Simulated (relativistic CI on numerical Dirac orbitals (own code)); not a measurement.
# Pr²⁺: 4d photoemission multiplets

Aim: the 4d photoemission spectrum of Pr²⁺ in 2 surroundings, from the same atomic integrals.

The numbers are computed with relativistic CI on numerical Dirac orbitals (own code) version 1 (Dirac-Coulomb-Breit CI, KLI orbitals optimised for each configuration, model QED (radiative potential, 1s self-energy scaled to tabulated hydrogen-like ionisation energies), valence Slater integrals scaled by 0.9, multiplet model of photoemission in the sudden approximation), except any that are marked as measured or tabulated.

## 1. The system

```
ion            : Pr²⁺ (Pr III)
nuclear charge : 59
electrons      : 57
configurations : [Xe] 4f3 → [Kr] 4d9 4f3 5s2 5p6
temperature    : 300 K
widths         : Lorentz 1 eV, Gauss 0.6 eV
surrounding 1  : free ion
surrounding 2  : Oh, B40 = -860, B60 = 260 cm⁻¹
```

## 2. Surrounding 1: free ion

Settings, as recorded:

```ini
atom Pr  Z=59  charge=2  electrons=57
nucleus A=141  rms_radius_fm=4.8919
hamiltonian dirac-coulomb  breit=on  qed=on  c_scale=1
orbitals kli  potential=per-configuration
slater_scale 0.9
correlation none
mixing on
configurations
  [Xe] 4f3
  [Kr] 4d9 4f3 5s2 5p6
end
photoemission 4d T=300 lorentz=1 gauss=0.6
crystal_field free
```

## 3. Surrounding 2: Oh, B40 = -860, B60 = 260

Changes to the settings of step 2:

```diff
@@ -12,2 +12,2 @@
 photoemission 4d T=300 lorentz=1 gauss=0.6
-crystal_field free
+crystal_field Oh B40=-860 B60=260
```

(Steps that only read results are left out.)

What does the calculation give? Wanted: highest peak, first run; ground spin.

The runs gave:

| surrounding | ground S | centroid (eV) | spread (eV) | up to four highest peaks (% of the highest), eV |
| --- | --- | --- | --- | --- |
| 1: free | 1.48 | 132.73 | 7.46 | 127.2 (56), 129.4 (100), 131.8 (59), 157.8 (12) |
| 2: Oh | 1.48 | 132.73 | 7.46 | 127.2 (56), 129.4 (100), 131.8 (59), 157.8 (12) |

| quantity | value |
| --- | --- |
| highest peak, first run | 129.4 eV |
| ground spin (effective S from ⟨S²⟩) | 1.48 |

**Reading.** The highest peak stays in place, within the step of the energy grid, in all surroundings. Energies are those of the free ion without screening by ligands; binding energies in solids differ by tens of eV.
